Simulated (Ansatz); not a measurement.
**AlHSe+ (quartet): wave-function methods side by side, cc-pVDZ**

An exercise on one series of results from a longer session: the logs are not shown, and one member is left open.

The runs use Ansatz 0.2.0, Gaussian basis; cc-pVDZ, core rule «outside noble gas», up to 19 orbitals frozen.

Plan: UHF; CCSD(T) on ROHF; CCSD(T) on UHF; BCCD(T) on ROHF; CISD; CCSDT(Q) on ROHF; CCSDT(Q) on UHF; CCSDTQ on ROHF; CCSDTQ on UHF.

16 further runs of the same task are left out: 10 for a known fault of the program, 6 set aside as unsound or not needed.

## What is computed

The geometry is a PBE0/def2-TZVP stationary point (not a proven minimum) of the parent state, kept for this charge and spin. No spin-orbit coupling is included. The filled d shell of Se may be among the frozen orbitals whatever the setting's name suggests; the logs give the count.

3 atoms, charge 1, spin multiplicity 4.

Atoms are counted from 1 here; the program's logs count them from 0.

Bond lengths: Al1–Se2 2.346 Å, Al1–H3 1.607 Å. Angles: Se2–Al1–H3 111.9°.

Coordinates:

```xyz
3

Al    0.0000   -0.1192    1.7223
Se    0.0000    0.0237   -0.6193
H     0.0000    1.3323    2.4124
```

Set-up of the first run:

in.yaml

```yaml
crystal:
  periodic: [false, false, false]
  atoms:
    - {symbol: Al, position_ang: [0.000000, -0.119188, 1.722270]}
    - {symbol: Se, position_ang: [0.000000, 0.023721, -0.619315]}
    - {symbol: H, position_ang: [0.000000, 1.332277, 2.412440]}
basis:
  gaussian: {orbitals: cc-pVDZ}
total_charge: 1
magnetization: {spin_polarized: true, initial_magnetization: 3}
hamiltonian: {xc: hf}
output: {orbitals: {seedname: orbitals}}
```

Command:

```sh
$ ansatz run in.yaml --threads 1 --pin off --events-out ev --progress --plain --max-ram 2816MiB --backend cpu
```

Among the steps run: UHF; CCSD(T) on ROHF; CCSD(T) on UHF; BCCD(T) on ROHF; CISD; CCSDT(Q) on ROHF; CCSDT(Q) on UHF; CCSDTQ on ROHF; CCSDTQ on UHF.

One table of the session follows, with a row left open; its other results are not shown here.

It belongs to the step «Misses and costs». 

```
   method  from UCCSDTQ (meV)
     ROHF             +3949.4
      UHF             +3799.3
     RMP2              +864.5
     UMP2              +869.7
     CISD              +301.1
    RCCSD              +111.1
    UCCSD                   ?
 RCCSD(T)               +35.1
 UCCSD(T)               +25.9
  BCCD(T)               +34.4
   RCCSDT               +13.6
   UCCSDT                +4.8
RCCSDT(Q)                +9.4
UCCSDT(Q)                +0.7
  RCCSDTQ                +8.7
  UCCSDTQ                   0
```

**Question.** Estimate the row for UCCSD.

The run gave: from UCCSDTQ (meV): +98.6. In the column «from UCCSDTQ (meV)» it lies between RCCSD(T) (+35.1) and RCCSD (+111.1).

Caveats from the session: Restricted and unrestricted rows rest on different reference determinants; where their highest levels disagree by more than a few hundredths of an eV, they describe different states and don't form one ladder.
